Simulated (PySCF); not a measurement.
# C3H3BN2O2: the cost of one run

Computed with PySCF 2.14.0, with density-fitted response routines of our own, on a single molecule in the gas phase. Atoms are numbered from 0 throughout.

## (1) The starting structure

11 atoms, charge 0, multiplicity 1; geometry from: PBE0-D3(BJ)/def2-SVP.

Bonds of the start (Å): N0–C1 1.16, C1–C2 1.47, C2–O3 1.40, O3–B4 1.36, B4–O5 1.34, B4–C6 1.56, C6–N7 1.16, C2–H8 1.10, C2–H9 1.10, O5–H10 0.97.

## (2) X-ray photoelectron lines: SCAN, X2C

Job settings and geometry (Å):

```
{"job": {"kind": "xps"}, "charge": 0, "multiplicity": 1}
N      2.136921    -0.018050     2.267634
C      1.748343     0.024403     1.179846
C      1.246311     0.081870    -0.196129
O      0.142526    -0.764866    -0.371730
B     -1.150904    -0.350080    -0.336032
O     -2.157146    -1.229086    -0.432468
C     -1.483098     1.168469    -0.207593
N     -1.660624     2.309311    -0.112806
H      1.005949     1.132502    -0.435299
H      2.048964    -0.245435    -0.874790
H     -1.849015    -2.141239    -0.498096
```

Level: delta-SCF UKS SCAN, pcX-2 on the ionised atom, pcseg-1 elsewhere, spin-free X2C.

Launch:

```
$ OMP_NUM_THREADS=1 python probes_run.py task.json out
```

This one command runs all jobs of the session in turn.

**Question.** How long does this first job take on 1 thread of Arm Neoverse V1, shared host, and how much memory does it need?

About 55 s, with a peak of 0.54 GiB.
